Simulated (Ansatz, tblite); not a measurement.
# WN(NH2)3 (WN₄H₆): one state, many levels

One table from this session's results is given with a row withheld; the runs are named, their logs left out.

The runs use Ansatz 0.2.0, Gaussian basis; as each input shows.

Levels to be run: GFN1-xTB, GFN2-xTB, PBE-D4/def2-TZVP, r2SCAN-D4/def2-TZVP, LC-ωPBE/def2-TZVP, B97M-V/def2-TZVP, B2PLYP/def2-TZVP, PBE-D4/def2-SVP, PBE0-D4/def2-SVP, CCSD(T)/def2-SVP, MP2/def2-TZVP.

2 further runs of the same task are left out: 2 set aside as unsound or not needed.

### The relaxed structure

The singlet was relaxed beforehand with r2SCAN-D4/def2-SVP.

11 atoms, charge 0, spin multiplicity 1.

Bond lengths: N1–W5 1.674 Å, N2–W5 1.966 Å, N2–H6 1.016 Å, N2–H7 1.019 Å, N3–W5 1.966 Å, N3–H8 1.019 Å, N3–H9 1.016 Å, N4–W5 1.966 Å, N4–H10 1.016 Å, N4–H11 1.019 Å. Angles: W5–N2–H6 125.4°, W5–N2–H7 124.7°, H6–N2–H7 109.9°, W5–N3–H8 124.7°, W5–N3–H9 125.4°, H8–N3–H9 109.9°, W5–N4–H10 125.4°, W5–N4–H11 124.7°, H10–N4–H11 109.9°, N1–W5–N2 103.8°, N1–W5–N3 103.8°, N1–W5–N4 103.8°, N2–W5–N3 114.5°, N2–W5–N4 114.5°, N3–W5–N4 114.5°.

W takes a core potential in the def2 sets. No spin-orbit coupling is included.

PBE0-D4/def2-TZVP was run before; its log isn't repeated, and its numbers join the tables.

The first run:

Tight binding, by tblite at 300 K electronic temperature and without a spin-polarisation term:

```python
tblite.interface.Calculator('GFN1-xTB', numbers, positions, charge=0, uhf=0).singlepoint()
```

Tight binding, by tblite at 300 K electronic temperature and without a spin-polarisation term:

```python
tblite.interface.Calculator('GFN2-xTB', numbers, positions, charge=0, uhf=0).singlepoint()
```

start.molden holds the orbitals of an earlier run on this state, given as this run's starting guess.

in.yaml reads:

```yaml
crystal:
  periodic: [false, false, false]
  atoms:
    - {symbol: N, position_ang: [0.018629, 0.006834, 1.985113]}
    - {symbol: N, position_ang: [1.907147, -0.025624, -0.176924]}
    - {symbol: N, position_ang: [-0.934183, 1.664967, -0.156202]}
    - {symbol: N, position_ang: [-0.977480, -1.640989, -0.144443]}
    - {symbol: W, position_ang: [0.002907, 0.001066, 0.310790]}
    - {symbol: H, position_ang: [2.682769, -0.033211, 0.479992]}
    - {symbol: H, position_ang: [2.261531, -0.033938, -1.132138]}
    - {symbol: H, position_ang: [-1.120549, 1.978829, -1.107442]}
    - {symbol: H, position_ang: [-1.303957, 2.338620, 0.509117]}
    - {symbol: H, position_ang: [-1.364943, -2.299856, 0.525597]}
    - {symbol: H, position_ang: [-1.171880, -1.956696, -1.093460]}
basis:
  gaussian: {orbitals: def2-TZVP, initial_orbitals: start.molden}
hamiltonian: {xc: pbe, dispersion: d4}
scf: {omitted_lower_state_checks: [starts]}
output: {forces: true, orbitals: {seedname: orbitals}}
```

Launch:

```
$ ansatz run in.yaml --threads 2 --pin off --events-out ev --progress --plain --max-ram 4352MiB
```

Steps of the session up to this table: PBE-D4/def2-TZVP; r2SCAN-D4/def2-TZVP; LC-ωPBE/def2-TZVP; B97M-V/def2-TZVP; B2PLYP/def2-TZVP; PBE-D4/def2-SVP; PBE0-D4/def2-SVP; CCSD(T)/def2-SVP; MP2/def2-TZVP.

One of the session's tables, all rows but one given; the rest of the session is left out.

It belongs to the step «Binding energy». 

```
           level  binding an atom (eV)
     HF/def2-SVP                 2.217
    HF/def2-TZVP                 2.253
B97M-V/def2-TZVP                 3.906
    MP2/def2-SVP                     ?
   MP2/def2-TZVP                 3.946
   CCSD/def2-SVP                 3.519
CCSD(T)/def2-SVP                 3.618
```

Q: Estimate the row for MP2/def2-SVP from the others.

**Answer.** binding an atom (eV): 3.771. In the column «binding an atom (eV)» it lies between CCSD(T)/def2-SVP (3.618) and B97M-V/def2-TZVP (3.906).

To keep in mind: Free atoms were run apart at each level; binding is atoms less cluster, divided by the number of atoms, without zero-point or spin-orbit terms.
